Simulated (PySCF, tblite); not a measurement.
# C7H9F+ (doublet): geometry, infrared bands and EPR parameters

Wanted: the infrared bands and EPR parameters of C7H9F+ (doublet) (`C[C@H]1C=C(F)C[CH][CH+]1`), by calculation.

The runs use tblite 0.8.0 and PySCF 2.14.0, with density-fitted response routines of our own; the level of theory stands in each step. All values are computed, except where a source is named. Atoms are numbered from 0 throughout.

## Step 1: Starting geometry

17 atoms, charge 1, multiplicity 2; geometry from: force field or distance geometry start.

Bonds of the start (Å): C0–C1 1.53, C1–C2 1.50, C2–C3 1.35, C3–F4 1.36, C3–C5 1.50, C5–C6 1.50, C6–C7 1.44, C7–C1 1.49, C0–H8 1.10, C0–H9 1.09, C0–H10 1.09, C1–H11 1.11, C2–H12 1.09, C5–H13 1.09, C5–H14 1.09, C6–H15 1.07, C7–H16 1.08.

## Step 2: Geometry optimisation with GFN2-xTB

What the job is given:

```
{"job": {"kind": "relax", "xc": "GFN2-xTB", "basis": "xTB"}, "charge": 1, "multiplicity": 2}
C      2.106200     0.491100    -0.312600
C      0.946100    -0.320200     0.273600
C      0.027800     0.571300     1.053300
C     -1.284300     0.727700     0.760100
F     -2.006100     1.561000     1.550400
C     -1.993200     0.004600    -0.347100
C     -1.123400    -0.946100    -1.111500
C      0.276500    -1.110700    -0.795900
H      1.738700     1.229900    -1.034300
H      2.638900     1.032000     0.475600
H      2.813400    -0.154900    -0.829000
H      1.372300    -1.046300     0.997400
H      0.428200     1.134500     1.894600
H     -2.391600     0.746800    -1.042400
H     -2.839300    -0.539400     0.076700
H     -1.560900    -1.532400    -1.899100
H      0.843700    -1.837100    -1.366800
```

Launch:

```sh
$ OMP_NUM_THREADS=1 python probes_run.py task.json out
```

This one command runs all jobs of the session in turn.

Log:

```text
step      E/eV     max force
  0    -647.14512    3.602
  1    -647.37192    0.975
  2    -647.41676    0.568
  3    -647.45259    0.392
  4    -647.46451    0.365
  5    -647.47185    0.166
  6    -647.47461    0.140
  7    -647.47768    0.143
  8    -647.47931    0.153
  9    -647.48043    0.090
 10    -647.48098    0.055
 11    -647.48135    0.053
 12    -647.48163    0.052
 13    -647.48188    0.049
 14    -647.48210    0.034
 15    -647.48236    0.048
 16    -647.48271    0.058
 17    -647.48317    0.055
 18    -647.48365    0.052
 19    -647.48404    0.043
 20    -647.48441    0.049
 21    -647.48490    0.062
 22    -647.48556    0.060
 23    -647.48630    0.061
 24    -647.48689    0.057
 25    -647.48729    0.062
 26    -647.48764    0.063
 27    -647.48799    0.051
 28    -647.48832    0.045
 29    -647.48861    0.039
 30    -647.48888    0.044
 31    -647.48916    0.039
 32    -647.48944    0.043
 33    -647.48973    0.045
 34    -647.49006    0.057
 35    -647.49044    0.058
 36    -647.49085    0.046
 37    -647.49119    0.042
 38    -647.49149    0.042
 39    -647.49181    0.050
 40    -647.49222    0.060
 41    -647.49266    0.052
 42    -647.49302    0.038
 43    -647.49331    0.036
 44    -647.49356    0.033
 45    -647.49381    0.034
 46    -647.49406    0.033
 47    -647.49429    0.036
 48    -647.49450    0.036
 49    -647.49471    0.031
 50    -647.49490    0.028
 51    -647.49506    0.030
 52    -647.49522    0.030
 53    -647.49536    0.024
 54    -647.49547    0.022
 55    -647.49554    0.017
 56    -647.49560    0.021
 57    -647.49567    0.021
 58    -647.49572    0.018
 59    -647.49575    0.012
 60    -647.49577    0.010
 61    -647.49577    0.009
```

Run time: 1.1 s. Hardware: 1 thread of Intel Xeon at 2.50GHz, shared host.

Relaxation path: (not every step is listed)

```tsv
step	energy from step 0 (eV)	largest force (eV/Å)
0	0.0000	3.6017
1	-0.2268	0.9748
2	-0.2716	0.5679
3	-0.3075	0.3917
4	-0.3194	0.3646
5	-0.3267	0.1664
6	-0.3295	0.1405
7	-0.3326	0.1430
8	-0.3342	0.1534
12	-0.3365	0.0524
16	-0.3376	0.0580
20	-0.3393	0.0493
24	-0.3418	0.0566
28	-0.3432	0.0453
32	-0.3443	0.0426
36	-0.3457	0.0457
40	-0.3471	0.0596
44	-0.3484	0.0330
48	-0.3494	0.0357
52	-0.3501	0.0299
56	-0.3505	0.0205
57	-0.3505	0.0212
58	-0.3506	0.0177
59	-0.3506	0.0117
60	-0.3506	0.0103
61	-0.3506	0.0095
```

Distances of close pairs at the start and the end, largest changes first:

```tsv
bond	before (Å)	after (Å)	change (Å)
C6–C7	1.444	1.347	-0.097
C3–F4	1.356	1.320	-0.036
C1–C2	1.499	1.472	-0.027
C3–C5	1.500	1.474	-0.027
C5–C6	1.498	1.475	-0.023
C0–C1	1.532	1.545	+0.013
C5–H14	1.092	1.104	+0.013
C5–H13	1.092	1.104	+0.011
```

The final coordinates are the input of the step that follows.

## Step 3: Infrared spectrum with GFN2-xTB

What the job is given:

```
{"job": {"kind": "ir", "xc": "GFN2-xTB", "basis": "xTB"}, "charge": 1, "multiplicity": 2}
C      2.207139     0.437400    -0.258618
C      0.896257    -0.237309     0.203683
C      0.023152     0.659108     0.978693
C     -1.311623     0.711588     0.755589
F     -2.070381     1.518971     1.473726
C     -2.009755    -0.070333    -0.280481
C     -1.115682    -0.926287    -1.082692
C      0.211174    -1.000647    -0.860840
H      1.969010     1.215991    -0.980004
H      2.725958     0.887011     0.582505
H      2.864440    -0.287625    -0.728642
H      1.270424    -0.997176     0.924259
H      0.468659     1.293874     1.731719
H     -2.584419     0.606250    -0.936159
H     -2.812864    -0.672179     0.179682
H     -1.570654    -1.491822    -1.882960
H      0.832166    -1.634787    -1.476417
```

Log:

```text
mode    cm-1     km/mol
  1      85.7      5.93
  2     147.0      6.17
  3     202.4      1.01
  4     253.9      2.23
  5     312.4      4.43
  6     398.1      3.05
  7     432.2      2.53
  8     447.6      3.30
  9     479.6     15.85
 10     554.0     22.47
 11     711.7     32.62
 12     753.4     32.67
 13     806.6      1.86
 14     823.4      8.91
 15     886.4     14.78
 16     897.8     34.66
 17     916.6      4.74
 18     956.0     21.61
 19     976.9     17.46
 20    1012.1     13.99
 21    1014.8     22.75
 22    1042.5      5.23
 23    1057.9      5.46
 24    1081.9    159.73
 25    1164.1      0.34
 26    1199.4     70.27
 27    1228.6      5.20
 28    1295.7    211.86
 29    1302.9     30.78
 30    1332.8     12.81
 31    1364.1     57.73
 32    1386.5     16.08
 33    1441.6     22.90
 34    1460.3     18.72
 35    1514.0    397.58
 36    1637.7     63.99
 37    2719.3     37.03
 38    2817.7     32.93
 39    2879.4     47.35
 40    3041.0      9.15
 41    3069.8      0.75
 42    3071.6      0.76
 43    3085.5      3.76
 44    3088.1     10.30
 45    3097.4      3.89
```

Wall time 1.6 s (1 thread of Intel Xeon at 2.50GHz, shared host).

The strongest bands and the atoms that carry them (share of the mass-weighted mode):

```tsv
cm⁻¹	km/mol	atoms
1082	159.7	H11 35 %, H8 27 %, C0 16 %
1199	70.3	C3 34 %, F4 17 %
1296	211.9	H13 34 %, H14 33 %, C1 10 %
1364	57.7	C5 36 %, C3 27 %
1514	397.6	C3 26 %, C2 24 %, C7 23 %, C6 22 %
1638	64.0	C6 25 %, C3 24 %, C7 24 %, C2 21 %
2719	37.0	H11 93 %
2879	47.4	H13 54 %, H14 41 %
```

## Step 4: g tensor and hyperfine couplings: B3LYP/pcH-1

Same as in step 3 but for these lines:

```diff
@@ -1,2 +1,2 @@
-{"job": {"kind": "ir", "xc": "GFN2-xTB", "basis": "xTB"}, "charge": 1, "multiplicity": 2}
+{"job": {"kind": "epr", "basis": "pcH-1"}, "charge": 1, "multiplicity": 2}
 C      2.207139     0.437400    -0.258618
```

Method: UKS B3LYP, pcH-1 on C F H, non-relativistic, mean-field spin-orbit, GIAO.

Log:

```text
UKS, coarse grid
  cycle   1  E = -371.61753308  |g| = 4.09e-01
  cycle   2  E = -371.47339832  |g| = 7.05e-01
  cycle   3  E = -371.67705638  |g| = 1.25e-01
  cycle   4  E = -371.68293606  |g| = 8.38e-02
  cycle   5  E = -371.68648552  |g| = 1.78e-02
  cycle   6  E = -371.68661950  |g| = 5.72e-03
  cycle   7  E = -371.68663517  |g| = 2.55e-03
  cycle   8  E = -371.68663859  |g| = 1.51e-03
  cycle   9  E = -371.68664097  |g| = 5.54e-04
UKS, final grid
  cycle   1  E = -371.68655885  |g| = 8.94e-04
  cycle   2  E = -371.68655684  |g| = 2.12e-03
  cycle   3  E = -371.68655935  |g| = 2.10e-04
  cycle   4  E = -371.68655937  |g| = 1.14e-04
  cycle   5  E = -371.68655938  |g| = 7.03e-05
  cycle   6  E = -371.68655939  |g| = 1.49e-05
E = -371.68655939 Eh   <S^2> = 0.7521 (exact 0.7500)
g shifts (ppm)      1          2          3
  rmc          -157       -157       -157
  gc              7         16         21
  oz_so         -25       1048       2511
  total        -174        908       2376
hyperfine (MHz)  atom isotope    a_iso     a_fc   dipolar eigenvalues
    0   13C      38.61      38.61     -7.19     -6.97     14.16
    1   13C     -20.68     -20.68     -7.31     -6.76     14.07
    2   13C      13.16      13.16    -23.17    -21.88     45.05
    3   13C       4.27       4.27    -18.33    -16.00     34.33
    4   19F      43.59      43.59   -103.41   -101.38    204.78
    5   13C     -20.86     -20.86     -4.12     -3.77      7.89
    6   13C       7.07       7.07    -13.28    -12.89     26.16
    7   13C       2.83       2.83     -9.40     -8.76     18.16
    8    1H      12.67      12.67     -3.88      0.49      3.39
    9    1H      -5.09      -5.09     -3.63     -1.72      5.36
   10    1H      -3.28      -3.28     -3.70     -1.47      5.17
   11    1H     266.53     266.53     -6.56     -5.27     11.83
   12    1H     -18.37     -18.37    -10.34     -3.20     13.53
   13    1H     152.70     152.70     -4.87     -3.05      7.92
   14    1H     161.95     161.95     -4.94     -3.17      8.11
   15    1H     -10.63     -10.63     -6.35     -2.44      8.79
   16    1H      -7.48      -7.48     -4.48     -2.49      6.97
```

Run time: 2.9 min. Hardware: 1 thread of Intel Xeon at 2.50GHz, shared host; peak memory 0.97 GiB.

Principal g values 2.00214, 2.00323, 2.00469; g(iso) = 2.00336, against 2.00232 for a free electron.

Mean a(iso) over the nuclei that a row names, and the largest dipolar term of the row (other rows stand at the frozen geometry):

```tsv
nuclei	isotope	a(iso) (MHz)	a(iso) (G, at g = 2.0023)	largest dipolar term (MHz)
H11	1H	266.5	95.1	11.8
H14	1H	161.9	57.8	8.1
H13	1H	152.7	54.5	7.9
F4	19F	43.6	15.6	204.8
C0	13C	38.6	13.8	14.2
C5	13C	-20.9	-7.4	7.9
C1	13C	-20.7	-7.4	14.1
H12	1H	-18.4	-6.6	13.5
C2	13C	13.2	4.7	45.1
H15	1H	-10.6	-3.8	8.8
H16	1H	-7.5	-2.7	7.0
C6	13C	7.1	2.5	26.2
C3	13C	4.3	1.5	34.3
C7	13C	2.8	1.0	18.2
```

Mulliken spin populations:

C0 0.06; C1 -0.02; C2 0.28; C3 0.18; F4 0.04; C5 -0.03; C6 0.17; C7 0.11; H8 0.01; H9 0.00; H10 0.00; H11 0.10; H12 -0.01; H13 0.06; H14 0.06; H15 -0.01; H16 0.00

In first order the couplings over 0.8 MHz of 1H, 19F give 512 distinct lines over 237.5 G, if the averaged nuclei exchange fast.

Orbitals, density, ELF and potential are computed afterwards from the orbital file.

ELF in a plane through or near 11 of the atoms.

Ten even steps from ' ' (0.00) to '@' (1.00):
```
                                                        
                                                        
                                                        
                    ::####++    ::++**==::              
                    %%@@@@@@..  --%%%%%%**--            
          --++--    ##@@@@@@==  ::##--##%%++..          
        ==@@@@@@==  --%%@@%%++**==**####++--            
      ..%%@@@@@@@@::  ==**..==%%..##==..                
        **@@@@@@@@==--**%%##++**==##@@++--::..          
        ..==##**--**%%==++++..  ::##....####++::        
        ::##%%%%==##%%++****::..--##::..####++..        
      ..%%@@@@@@@@--..**##==**##==++%%==::::..          
      ..%%@@@@@@##    ++++  ++%%::==**--                
        ::##%%##    **@@@@%%++++**@@@@@@--              
                  ..@@@@@@@@::..**@@@@@@%%::            
                    %%@@@@**    --@@@@@@**..            
                    ::++==..      ++##++..              
                                                        
                                                        
                                                        
```
The map spans 10.9 Å across and 9.8 Å up, centred on the molecule. Atoms in the plane (x, y in Å): C2 (-0.1, 1.2), C3 (1.2, 1.2), F4 (1.9, 2.3), C5 (2.0, -0.1), C6 (1.2, -1.3), C7 (-0.1, -1.2), H9 (-2.8, 0.9), H10 (-2.8, -0.8), H12 (-0.6, 2.2), H15 (1.7, -2.2), H16 (-0.7, -2.2).

On the surface of density 0.002 e/bohr³ the electrostatic potential runs, from the 1st to the 99th percentile, from 3.14 V near F4 to 5.43 V near C3.

The spin density lies nearest to C2 20 %; C3 16 %; C6 12 %; H11 10 %.

## Step 5: What came out

| quantity | value |
| --- | --- |
| strongest single infrared mode (GFN2-xTB) | 1514 cm⁻¹, 398 km/mol |
| zero-point energy (GFN2-xTB) | 85.0 kcal/mol |
| g(iso) (B3LYP) | 2.00336 |
| ⟨S²⟩ | 0.752 (exact 0.75) |
| largest a(iso) (averaged by class) | 1H on H11, 266.5 MHz |

What this shows: The optimisation took 61 steps and gained 0.351 eV; among the close pairs (by a distance rule), C6–C7 changed most, from 1.444 to 1.347 Å. No mode is imaginary among the 45: a minimum at this level. The strongest single mode, at 1514 cm⁻¹, has its largest shares on C3, C2, C7 and C6 (the list is cut at 4 atoms). GFN2-xTB is a fitted tight-binding method: band positions and strengths are rough. Its intensities can rank the bands wrongly. C2 carries the largest spin population, 0.28 e. The isotropic g lies 1.0 ppt above the free-electron value.
